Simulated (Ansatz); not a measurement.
# C3H11AlO (SMILES C[Al-](C)(C)[OH2+]) at r2SCAN/6-31G(d) (spherical functions)

What is the vertical singlet–triplet gap of C3H11AlO at r2SCAN/6-31G* (spherical functions)? 

Program for the calculation: Ansatz 0.2.0.

71 further runs of the same task are left out: 2 that didn't finish, 69 set aside as unsound or not needed.

### Step 1. Starting point

C3H11AlO: 16 atoms, total charge 0, spin state singlet. SMILES: `C[Al-](C)(C)[OH2+]`. The shape is that of a PBE0-D4/def2-TZVP optimisation. This is one conformer, not always the lowest.

Bond lengths: C1–Al2 1.979 Å, Al2–C3 1.979 Å, Al2–C4 1.966 Å, Al2–O5 2.056 Å, C1–H6 1.097 Å, C1–H7 1.096 Å, C1–H8 1.097 Å, C3–H9 1.097 Å, C3–H10 1.097 Å, C3–H11 1.096 Å, C4–H12 1.095 Å, C4–H13 1.096 Å, C4–H14 1.095 Å, O5–H15 0.964 Å, O5–H16 0.964 Å. Some angles: C1–Al2–C3 117.8°, C1–Al2–C4 117.9°, C1–Al2–O5 96.3°, C3–Al2–C4 118.0°, C3–Al2–O5 96.3°, C4–Al2–O5 102.6°, Al2–C1–H6 113.5°, Al2–C1–H7 110.5°, Al2–C1–H8 113.0°, Al2–C3–H9 113.0°.

### Step 2. The energy at r2SCAN/6-31G(d) (spherical functions)

File molecule.yaml:

```yaml
crystal:
  periodic: [false, false, false]
  atoms:
    - {symbol: C, position_ang: [-0.637980, 0.723110, -1.712710]}
    - {symbol: Al, position_ang: [0.085580, -0.140530, -0.085580]}
    - {symbol: C, position_ang: [1.698930, 0.654370, 0.740480]}
    - {symbol: C, position_ang: [-0.210750, -2.071140, 0.142530]}
    - {symbol: O, position_ang: [-1.268240, 0.678630, 1.227590]}
    - {symbol: H, position_ang: [-0.585750, 1.818080, -1.686750]}
    - {symbol: H, position_ang: [-0.069050, 0.414640, -2.597260]}
    - {symbol: H, position_ang: [-1.679210, 0.445600, -1.917720]}
    - {symbol: H, position_ang: [1.843550, 0.343900, 1.782560]}
    - {symbol: H, position_ang: [1.707300, 1.750610, 0.717030]}
    - {symbol: H, position_ang: [2.601530, 0.334090, 0.207600]}
    - {symbol: H, position_ang: [-0.016600, -2.405220, 1.167190]}
    - {symbol: H, position_ang: [0.454110, -2.651670, -0.507280]}
    - {symbol: H, position_ang: [-1.233710, -2.369370, -0.110180]}
    - {symbol: H, position_ang: [-0.808840, 1.221910, 1.877580]}
    - {symbol: H, position_ang: [-1.880870, 1.252980, 0.754900]}
basis:
  gaussian: {orbitals: 6-31G_st_-spherical.json}
magnetization: {spin_polarized: false, initial_magnetization: 0}
hamiltonian: {xc: r2scan}
accuracy: high
output: {orbitals: {seedname: orbitals}}
```

The basis set 6-31G* is read from a file made from the Basis Set Exchange's data (not shown).

Command:

```
ansatz run molecule.yaml --threads 1 --pin off --max-ram 3480MiB --events-out events.jsonl --progress --plain --runs-dir runs
```

Standard output:

```text
Warning: RAYON_NUM_THREADS=1 ignored (pool sized by the plan → 1); use --threads N
Functional definition: r2SCAN
  name "r2SCAN"
  parameter k0 = 0.174
  parameter k1 = 0.065
  parameter a1 = 4.9479
  exchange = r2scan_x(k0 = k0, k1 = k1, a1 = a1)
  correlation = r2scan_c
2389 factors; integrals over basis functions are off by at most 5.8e-9 eV
mean field evaluation 1: about -11913.0741 eV, gradient 8.8e1 eV
mean field evaluation 2: about -11901.8246 eV, gradient 1.1e2 eV
mean field evaluation 4: about -11930.6420 eV, gradient 4.9e0 eV
mean field evaluation 8: about -11930.6876 eV, gradient 1.7e-1 eV
mean field evaluation 16: about -11930.6877 eV, gradient 5.8e-6 eV
mean field -11930.68765004 eV, -438.4446842286 hartree, gradient 4.1e-8 eV, S^2 0.000000; 0 other end points of the search recorded, 0 dependent functions left out
reference -11930.68765106 eV, -438.4446842657 hartree; 25, 25 occupied and 71, 71 virtual orbitals, 2389 factors
Total energy: -11930.68765106 eV, -438.4446842657 hartree
```

It took 23 s on 1 thread of Arm Neoverse V1, shared host; peak memory 0.38 GiB.

### Step 3. The triplet, same level

File input.yaml:

```yaml
crystal:
  periodic: [false, false, false]
  atoms:
    - {symbol: C, position_ang: [-0.637980, 0.723110, -1.712710]}
    - {symbol: Al, position_ang: [0.085580, -0.140530, -0.085580]}
    - {symbol: C, position_ang: [1.698930, 0.654370, 0.740480]}
    - {symbol: C, position_ang: [-0.210750, -2.071140, 0.142530]}
    - {symbol: O, position_ang: [-1.268240, 0.678630, 1.227590]}
    - {symbol: H, position_ang: [-0.585750, 1.818080, -1.686750]}
    - {symbol: H, position_ang: [-0.069050, 0.414640, -2.597260]}
    - {symbol: H, position_ang: [-1.679210, 0.445600, -1.917720]}
    - {symbol: H, position_ang: [1.843550, 0.343900, 1.782560]}
    - {symbol: H, position_ang: [1.707300, 1.750610, 0.717030]}
    - {symbol: H, position_ang: [2.601530, 0.334090, 0.207600]}
    - {symbol: H, position_ang: [-0.016600, -2.405220, 1.167190]}
    - {symbol: H, position_ang: [0.454110, -2.651670, -0.507280]}
    - {symbol: H, position_ang: [-1.233710, -2.369370, -0.110180]}
    - {symbol: H, position_ang: [-0.808840, 1.221910, 1.877580]}
    - {symbol: H, position_ang: [-1.880870, 1.252980, 0.754900]}
basis:
  gaussian: {orbitals: 6-31G_st_-spherical.json}
total_charge: 0
magnetization: {spin_polarized: true, initial_magnetization: 2}
hamiltonian: {xc: r2scan}
accuracy: high
output: {orbitals: {seedname: orbitals}}
```

The basis set 6-31G* is read from a file made from the Basis Set Exchange's data (not shown).

Command:

```
ansatz run input.yaml --threads 1 --pin off --max-ram 3480MiB --events-out events.jsonl --progress --plain --runs-dir runs
```

Standard output:

```text
Warning: RAYON_NUM_THREADS=1 ignored (pool sized by the plan → 1); use --threads N
Functional definition: r2SCAN
  name "r2SCAN"
  parameter k0 = 0.174
  parameter k1 = 0.065
  parameter a1 = 4.9479
  exchange = r2scan_x(k0 = k0, k1 = k1, a1 = a1)
  correlation = r2scan_c
2389 factors; integrals over basis functions are off by at most 5.8e-9 eV
mean field evaluation 1: about -11909.8781 eV, gradient 5.7e1 eV
mean field evaluation 2: about -11897.1421 eV, gradient 7.5e1 eV
mean field evaluation 4: about -11922.7630 eV, gradient 1.6e1 eV
mean field evaluation 8: about -11924.3476 eV, gradient 5.8e0 eV
mean field evaluation 16: about -11924.6430 eV, gradient 3.0e-1 eV
mean field evaluation 32: about -11920.6827 eV, gradient 1.2e1 eV
mean field evaluation 64: about -11924.5546 eV, gradient 4.3e-6 eV
mean field -11924.64686460 eV, -438.2226894580 hartree, gradient 8.7e-8 eV, S^2 2.005278; 8 other end points of the search recorded, 0 dependent functions left out
reference -11924.64686823 eV, -438.2226895915 hartree; 26, 24 occupied and 70, 72 virtual orbitals, 2389 factors
Total energy: -11924.64686823 eV, -438.2226895915 hartree
```

It took 2.7 min on 1 thread of Arm Neoverse V1, shared host; peak memory 0.64 GiB.

### Step 4. Results

Level: r2SCAN/6-31G* (spherical functions).

```
                                        quantity          value
                           singlet: total energy  -438.44468 Eh
                            singlet: HOMO energy       -5.56 eV
                            singlet: LUMO energy        0.12 eV
                          singlet: HOMO–LUMO gap        5.68 eV
                           triplet: total energy  -438.22269 Eh
     triplet: HOMO energy (highest over α and β)       -0.29 eV
                                   triplet: ⟨S²⟩          2.005
vertical energy of the triplet above the singlet       6.041 eV
```

**Reading.** At this shape the triplet lies 6.04 eV (583 kJ/mol) above the singlet.
